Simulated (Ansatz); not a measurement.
# C6H6N: the cost of one run

Program: Ansatz 0.2.0. Level of theory: the levels named in each step. These are calculated values, not measurements.

## 1. Starting point

Bond lengths: C1–C2 1.377 Å, C2–C3 1.424 Å, C3–C4 1.372 Å, C4–C5 1.396 Å, C5–N6 1.330 Å, C2–C7 1.428 Å, N6–C7 1.307 Å, C1–H8 1.075 Å, C1–H9 1.075 Å, C3–H10 1.081 Å, C4–H11 1.080 Å, C5–H12 1.081 Å, C7–H13 1.083 Å. Angles (14 of 19 angles, heavy atoms first): C1–C2–C3 122.6°, C1–C2–C7 121.9°, C3–C2–C7 115.4°, C2–C3–C4 119.6°, C3–C4–C5 119.0°, C4–C5–N6 122.9°, C5–N6–C7 118.7°, C2–C7–N6 124.4°, C2–C1–H8 121.2°, C2–C1–H9 121.1°, C2–C3–H10 119.1°, C4–C3–H10 121.3°, C3–C4–H11 121.0°, C5–C4–H11 120.0°.

Structure file:

```xyz
13

C     2.3002   -0.6115    0.0973
C     0.9656   -0.2802    0.0285
C    -0.0073   -1.1310   -0.5701
C    -1.3217   -0.7383   -0.6038
C    -1.6746    0.4922   -0.0477
N    -0.7917    1.3092    0.5194
C     0.4635    0.9475    0.5586
H     2.6643   -1.5403   -0.3040
H     3.0136    0.0500    0.5536
H     0.3079   -2.0759   -0.9897
H    -2.0783   -1.3642   -1.0525
H    -2.6987    0.8393   -0.0537
H     1.1470    1.6422    1.0302
```

## 2. A rough first relaxation, PBE-D4/def2-SVP

Input file input.yaml:

```yaml
crystal:
  periodic: [false, false, false]
  atoms:
    - { symbol: C, position_ang: [2.30023, -0.61151, 0.09727] }
    - { symbol: C, position_ang: [0.96555, -0.28016, 0.02851] }
    - { symbol: C, position_ang: [-0.00731, -1.13096, -0.57011] }
    - { symbol: C, position_ang: [-1.32169, -0.7383, -0.60382] }
    - { symbol: C, position_ang: [-1.67465, 0.49218, -0.04773] }
    - { symbol: "N", position_ang: [-0.79174, 1.30915, 0.51945] }
    - { symbol: C, position_ang: [0.46347, 0.94754, 0.55858] }
    - { symbol: H, position_ang: [2.66428, -1.54034, -0.30405] }
    - { symbol: H, position_ang: [3.01363, 0.05003, 0.55361] }
    - { symbol: H, position_ang: [0.30785, -2.0759, -0.98966] }
    - { symbol: H, position_ang: [-2.0783, -1.36416, -1.05254] }
    - { symbol: H, position_ang: [-2.69867, 0.83929, -0.05373] }
    - { symbol: H, position_ang: [1.14703, 1.64225, 1.03022] }
total_charge: 1
basis:
  gaussian: { orbitals: def2-SVP }
hamiltonian:
  xc: pbe
  dispersion: d4
relax:
  f_tol: 0.03
  max_steps: 200
```

Run with:

```sh
$ ansatz run input.yaml --threads 4 --pin off --max-ram 10240MiB --backend cpu --events-out ev --progress --plain --runs-dir out
```

Q: Estimate wall time and peak memory on 4 threads of Intel Xeon at 2.50GHz (Skylake/Cascade Lake), shared host.

About 41 s, with a peak of 0.18 GiB.
